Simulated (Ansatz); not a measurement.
Geometry optimisation, DFT PBE-D3(BJ), scalar-relativistic, plane waves, PAW in Ansatz 0.2.0.

The input (input.yaml):

```yaml
crystal:
  lattice:
    - [5.634881, 0.0, 0.0]
    - [-2.81744, 5.455453, 0.0]
    - [0.0, 0.0, 16.474762]
  atoms:
    - { symbol: Zn, position: [0.33333333, 0.0, 0.0606989] }
    - { symbol: Zn, position: [0.43889287, 0.54445251, 0.10782124] }
    - { symbol: O, position: [0.15931413, 0.6519617, 0.09670037] }
    - { symbol: O, position: [0.26487379, 0.19641428, 0.1438227] }
    - { symbol: Zn, position: [0.87778585, 0.08890509, 0.15494357] }
    - { symbol: Zn, position: [0.9833454, 0.6333576, 0.2020659] }
    - { symbol: O, position: [0.70376666, 0.74086679, 0.19094503] }
    - { symbol: O, position: [0.80932631, 0.28531937, 0.23806736] }
    - { symbol: Zn, position: [0.4222384, 0.17781018, 0.24918824] }
    - { symbol: Zn, position: [0.52779795, 0.72226269, 0.29631057] }
    - { symbol: O, position: [0.2482192, 0.82977188, 0.2851897] }
    - { symbol: O, position: [0.35377886, 0.37422446, 0.33231203] }
    - { symbol: Ge, position: [0.37659867, 0.64208635, 0.4391421] }
    - { symbol: H, position: [0.1955538, 0.42050447, 0.49704886] }
    - { symbol: H, position: [0.55764354, 0.86366823, 0.49704886] }
basis:
  ecutwfc: 420.0
kpoints:
  mp_grid: { grid: [2, 2, 1] }
hamiltonian:
  xc: pbe
  dispersion: d3bj
  pseudopotentials: { kind: paw, azcp: { folder: soft_1 } }
scf:
  occupations: { method: fermi_dirac, width: 0.05 }
  lower_state_search: "off"
relax:
  f_tol: 0.03
  max_steps: 60
  adjacent_minimum: "off"
  constraints: [{ sites: [0] }]
```

Command:

```bash
$ ansatz run input.yaml --threads 2 --pin off --max-ram 5120MiB --backend cpu --events-out ev --progress --plain --runs-dir out
```

Question: Where does it end, and by what steps?

Answer: It converged. The force dipped under the threshold on the way, but the program's further checks kept it going. Limits of this set-up: coarse k mesh, thin slab, slab without dipole correction. After 52 steps the energy has fallen by 4.778 eV; H15 moved furthest, 4.88 Å. Parted: O4–Zn9 (1.98 → 3.21 Å), Zn10–O12 (1.99 → 2.82 Å). Joined: Zn1–O8 (3.81 → 2.05 Å), Zn1–Zn9 (3.25 → 2.71 Å), Zn2–Zn6 (3.25 → 2.84 Å), Zn5–Zn9 (3.25 → 2.93 Å), Zn5–O12 (3.81 → 2.11 Å), Zn9–Zn10 (3.21 → 2.80 Å).

| step | energy less start (eV) | largest force component (eV/Å) | accepted |
| --- | --- | --- | --- |
| 0 | 0.0000 | 1.533 | yes |
| 2 | -1.8520 | 0.742 | yes |
| 4 | -2.3743 | 0.362 | yes |
| 6 | -2.5765 | 0.246 | yes |
| 8 | -2.7402 | 0.232 | yes |
| 10 | -2.8942 | 0.359 | yes |
| 12 | -3.0553 | 0.254 | yes |
| 14 | -3.1394 | 0.124 | yes |
| 16 | -3.1926 | 0.145 | yes |
| 18 | -3.2390 | 0.436 | yes |
| 20 | -3.3024 | 0.306 | yes |
| 22 | -3.3837 | 0.220 | yes |
| 24 | -3.4950 | 0.213 | yes |
| 26 | -3.6273 | 0.156 | yes |
| 28 | -3.7903 | 0.279 | yes |
| 30 | -4.0300 | 0.437 | yes |
| 32 | -4.2081 | 0.472 | yes |
| 34 | -4.3079 | 0.280 | yes |
| 36 | -4.4273 | 0.208 | yes |
| 38 | -4.5395 | 0.226 | yes |
| 40 | -4.6129 | 0.235 | yes |
| 42 | -4.6954 | 0.175 | yes |
| 44 | -4.7504 | 0.165 | yes |
| 46 | -4.7731 | 0.071 | yes |
| 48 | -4.7757 | 0.028 | yes |
| 50 | -4.7766 | 0.027 | yes |
| 52 | -4.7779 | 0.014 | yes |

```xyz
15
Lattice="5.6349 0.0000 0.0000 -2.8174 5.4555 0.0000 0.0000 0.0000 16.4748" Properties=species:S:1:pos:R:3
Zn 1.878 0.000 1.000
Zn 0.542 2.837 1.272
O -1.088 3.634 0.734
O 0.297 0.998 0.978
Zn 4.823 0.259 2.374
Zn 3.554 2.958 2.363
O 1.747 3.745 2.445
O 3.000 1.005 2.387
Zn 1.796 0.198 3.700
Zn 0.803 3.612 4.272
O -1.039 3.744 3.842
O 0.086 0.887 4.177
Ge -0.781 -0.129 5.509
H 0.323 -0.457 6.547
H -1.676 0.970 6.163
```

Whether the end is a true minimum wasn't checked by a vibrational analysis.

Time of the run: 4.5 min on 2 threads of Arm Neoverse V1, on a shared host, peak memory 0.9 GiB.
